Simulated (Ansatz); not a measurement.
**C₂H₈GeO₃: a ladder of functionals and wavefunction methods**

The task here is to estimate one member of a computed series from the others.

Computed with Ansatz 0.2.0, Gaussian basis. Level: functionals in def2-TZVPP, the program's frozen cores in correlated methods.

The runs, in order: LDA (SPW92), PBE-D4, revPBE-D4, BLYP-D4, r2SCAN-D4, B97M-V, PBE0-D4, B3LYP-D4, r2SCANh-D4, r2SCAN0-D4, HSE06-D4, BHLYP-D4, CAM-B3LYP-D4, LC-ωPBE, ωB97X-V, ωB97M-V, B2PLYP, PBE-QIDH; CCSD(T)/def2-SVP; MP2/def2-TZVPP; MP2/def2-QZVPP; RPA on PBE.

## The geometry

The geometry comes from an earlier relaxation with PBE0-D4 in a triple-zeta def2 set; it is a stationary point, not always the lowest conformer.

SMILES `C[CH2][Ge]([OH])([OH])[OH]`, 14 atoms, charge 0, spin multiplicity 1.

Atoms are counted from 1 here; the program's logs count them from 0.

Bond lengths: C1–C2 1.524 Å, C1–H7 1.093 Å, C1–H8 1.092 Å, C1–H9 1.092 Å, C2–Ge3 1.930 Å, C2–H10 1.093 Å, C2–H11 1.093 Å, Ge3–O4 1.775 Å, Ge3–O5 1.776 Å, Ge3–O6 1.774 Å, O4–H12 0.961 Å, O5–H13 0.960 Å, O6–H14 0.961 Å. Angles: C2–C1–H7 110.9°, C2–C1–H8 111.3°, C2–C1–H9 111.4°, H7–C1–H8 107.6°, H7–C1–H9 107.8°, H8–C1–H9 107.7°, C1–C2–Ge3 112.8°, C1–C2–H10 111.5°, C1–C2–H11 111.5°, Ge3–C2–H10 107.0°, Ge3–C2–H11 106.9°, H10–C2–H11 106.9°, C2–Ge3–O4 111.2°, C2–Ge3–O5 111.4°, C2–Ge3–O6 112.0°, O4–Ge3–O5 106.9°, O4–Ge3–O6 107.8°, O5–Ge3–O6 107.4° and more.

Set-up of the first run:

File in.yaml:

```yaml
crystal:
  periodic: [false, false, false]
  atoms:
    - {symbol: C, position_ang: [0.901279, -1.134470, 1.373763]}
    - {symbol: C, position_ang: [0.677275, -0.987860, -0.126183]}
    - {symbol: Ge, position_ang: [-0.424390, 0.533609, -0.571335]}
    - {symbol: O, position_ang: [-2.087304, 0.313258, 0.008629]}
    - {symbol: O, position_ang: [0.190925, 2.020955, 0.178613]}
    - {symbol: O, position_ang: [-0.493786, 0.812773, -2.321873]}
    - {symbol: H, position_ang: [1.535182, -1.997491, 1.590740]}
    - {symbol: H, position_ang: [-0.042951, -1.275868, 1.904169]}
    - {symbol: H, position_ang: [1.387366, -0.250360, 1.791581]}
    - {symbol: H, position_ang: [0.186893, -1.870218, -0.545511]}
    - {symbol: H, position_ang: [1.621831, -0.864382, -0.662278]}
    - {symbol: H, position_ang: [-2.381432, 1.076849, 0.511795]}
    - {symbol: H, position_ang: [0.318626, 2.710532, -0.477685]}
    - {symbol: H, position_ang: [-1.402313, 0.883471, -2.625624]}
basis:
  gaussian: {orbitals: def2-TZVPP}
hamiltonian: {xc: lda}
output: {orbitals: {seedname: orbitals}}
```

Command:

```console
$ ansatz run in.yaml --threads 8 --pin off --events-out ev --progress --plain --max-ram 18278MiB
```

Steps of the session up to this table: LDA; PBE-D4 (GGA); revPBE-D4 (GGA); BLYP-D4 (GGA); r2SCAN-D4 (meta-GGA); B97M-V (meta-GGA); B3LYP-D4 (hybrid); r2SCANh-D4 (hybrid); r2SCAN0-D4 (hybrid); HSE06-D4 (hybrid); BHLYP-D4 (hybrid); CAM-B3LYP-D4 (range-separated); LC-ωPBE (range-separated); ωB97X-V (range-separated); ωB97M-V (range-separated); B2PLYP (double hybrid); PBE-QIDH (double hybrid).

One of the session's tables, all rows but one given; the rest of the session is left out.

It belongs to the step «Frontier levels by functional». 

| functional | HOMO (eV) | gap (eV) |
| --- | --- | --- |
| LDA (SPW92) | -6.90 | 6.03 |
| PBE-D4 | -6.71 | 6.05 |
| revPBE-D4 | -6.64 | 6.09 |
| BLYP-D4 | -6.62 | 5.93 |
| r2SCAN-D4 | -7.05 | 6.94 |
| B97M-V | -7.14 | 6.70 |
| PBE0-D4 | ? | ? |
| B3LYP-D4 | -8.00 | 7.86 |
| r2SCANh-D4 | -7.61 | 7.81 |
| r2SCAN0-D4 | -8.44 | 9.06 |
| HSE06-D4 | -7.82 | 7.70 |
| BHLYP-D4 | -9.62 | 10.55 |
| CAM-B3LYP-D4 | -9.65 | 10.68 |
| LC-ωPBE | -10.97 | 13.38 |
| ωB97X-V | -10.63 | 12.80 |
| ωB97M-V | -10.52 | 12.30 |

Q: Estimate the row for PBE0-D4 from the others.

**Answer.** HOMO (eV): -8.22; gap (eV): 8.47. In the column «HOMO (eV)» it lies between r2SCAN0-D4 (-8.44) and B3LYP-D4 (-8.00).
